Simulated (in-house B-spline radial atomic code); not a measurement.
# Gd⁴⁸⁺: Hartree-Fock with and without relativity

Wanted: relativistic shifts in Gd⁴⁸⁺, shell by shell.

Method: Hartree-Fock averaged over the configuration, non-relativistic (point nucleus) and Dirac-Coulomb (finite nucleus); spherical all-electron atom at the radial basis limit. Code: in-house B-spline radial atomic code version 1.

### 1 The system

* element: gadolinium (Z = 64)
* charge: +48
* electrons: 16
* configuration: [Ne] 3s2 3p4
* nucleus: point (non-relativistic run); Fermi, rms radius 5.157 fm (Dirac runs)

The outer shells:

[Ne] 3s2 3p4
```
[Ne] core
3s [↑↓]
3p [↑↓][↑ ][↑ ]
```

The boxes draw the filling by Hund's rule, which heavy ions in jj coupling don't follow; these runs average over all states of the configuration.

### 2 Non-relativistic run

Settings of the run:

```ini
Z = 64
electrons = 16.0
configuration = [Ne] 3s2 3p4
hamiltonian = nr
method = hf
spin_polarised = False
```

### 3 Dirac-Coulomb run

Settings of the run:

```ini
Z = 64
electrons = 16.0
configuration = [Ne] 3s2 3p4
hamiltonian = dirac
method = hf
spin_polarised = False
nucleus = fermi
rms_radius = 5.1569
mass_number = 158
atomic_mass = 157.9241112
speed_of_light = 137.035999084
```

### 4 Dirac-Coulomb run in the lowest jj configuration, 1s2 2s2 2p6 3s2 3p-2 3p+2

In configurations, a minus sign after the shell means j = l − 1/2 and a plus sign j = l + 1/2; the count of electrons follows.

Changes to the settings of step 3:

```diff
@@ -2,3 +2,3 @@
 electrons = 16.0
-configuration = [Ne] 3s2 3p4
+configuration = 1s2 2s2 2p6 3s2 3p-2 3p+2
 hamiltonian = dirac
```

Before running: How much does each shell's level and mean radius change with the Dirac Hamiltonian, and the total energy?

**Answer**, as computed:

Levels and radii; the Dirac values are averaged over j with the occupations as weights.

| shell | ε non-rel. (eV) | ε Dirac (eV) | <r> non-rel. (bohr) | <r> Dirac (bohr) | change of <r> (%) |
| --- | --- | --- | --- | --- | --- |
| 1s | -50748.5 | -53790.5 | 0.02369 | 0.02190 | -7.59 |
| 2s | -10742.4 | -11571.5 | 0.09937 | 0.09146 | -7.96 |
| 2p | -10387.7 | -10678.9 | 0.08437 | 0.08087 | -4.15 |
| 3s | -4278.71 | -4526.40 | 0.2377 | 0.2238 | -5.82 |
| 3p | -4145.83 | -4253.36 | 0.2254 | 0.2183 | -3.16 |

What this shows: Relativity and the finite nucleus together change the total energy by -436.19 hartree (-5.1 %). The first-order mass-velocity and Darwin terms of the non-relativistic run add up to -383.53 hartree, 88 % of it. Averaged over j, the 2s shell contracts most (-7.96 %). Spin-orbit coupling splits the 3p level by 180.50 eV and the 2p level by 714.26 eV. The lowest jj configuration lies 118.55 eV below the average over the whole configuration. Breit terms add 8.84 hartree and QED terms 6.83 hartree.
